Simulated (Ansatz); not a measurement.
**Re2Au: one candidate structure**

Where does Re2Au go from the start given, MoSi2 (C11b) type (I4/mmm, No. 139)?

Program: Ansatz 0.2.0. Level of theory: DFT PBE, scalar-relativistic, plane waves, PAW. These are calculated values, not measurements.

## Step 1: The system as given

Symmetry: I4/mmm, No. 139, tetragonal system. Conventional cell: a = 3.334 Å, b = 3.334 Å, c = 8.179 Å, α = 90.00°, β = 90.00°, γ = 90.00°. Re (site symmetry 4mm) is surrounded by 5 Re at 2.70 to 2.74 Å and 5 Au at 2.72 to 2.74 Å. Around Au (site symmetry 4/mmm) lie 10 Re at 2.72 to 2.74 Å.

As a file:

```
Re Au
1.0
    -1.66704    1.66704    4.08947
     1.66704   -1.66704    4.08947
     1.66704    1.66704   -4.08947
Re Au
2 1
Cartesian
  0.0000 0.0000 5.4390
  0.0000 0.0000 2.7399
  0.0000 0.0000 0.0000
```

(A quick probe on a coarse mesh, which set the mesh and smearing, is not shown.)

## Step 3: Coarse relaxation

Contents of input.yaml:

```yaml
crystal:
  lattice:
    - [-1.6670449156, 1.6670449156, 4.0894695585]
    - [1.6670449156, -1.6670449156, 4.0894695585]
    - [1.6670449156, 1.6670449156, -4.0894695585]
  atoms:
    - { symbol: Re, position: [0.665, 0.665, 0.0] }
    - { symbol: Re, position: [0.335, 0.335, 0.0] }
    - { symbol: Au, position: [0.0, 0.0, 0.0] }
basis:
  ecutwfc: 420
kpoints:
  mp_grid: { grid: [8, 8, 8] }
hamiltonian:
  xc: pbe
scf:
  occupations: { method: gaussian, width: 0.1 }
  lower_state_search: "off"
output:
  forces: true
  stress: true
  eigenvalues: true
relax:
  adjacent_minimum: "off"
  f_tol: 0.04
  max_steps: 70
  cell: { stress_tol: 0.4 }
```

Command:

```console
$ ansatz run input.yaml --threads 1 --pin off --max-ram 2560MiB --backend cpu --events-out ev --progress --plain --runs-dir out
```

The session goes on with these runs: the relaxation.

Q: Predict the outcome of this session.

**Answer**, as computed:

Formation energies count from the elements, computed with the same settings in runs not shown here.

```
                          quantity                                                                      value
               cell (conventional)  a = 3.287 Å, b = 3.287 Å, c = 8.890 Å, α = 90.00°, β = 90.00°, γ = 90.00°
                       space group                                                           I4/mmm (No. 139)
                            volume                                                              16.01 Å³/atom
                   gap on the mesh                                                               none (metal)
formation energy from the elements                                                             +0.450 eV/atom
```

What this shows: The space group stayed I4/mmm, and from the first guess the volume went from 15.15 to 16.01 Å³/atom. The formation energy of +0.45 eV/atom is positive, so the elements lie lower than this structure; another structure of the compound can lie lower. Spin-orbit coupling is left out for Au, Re.
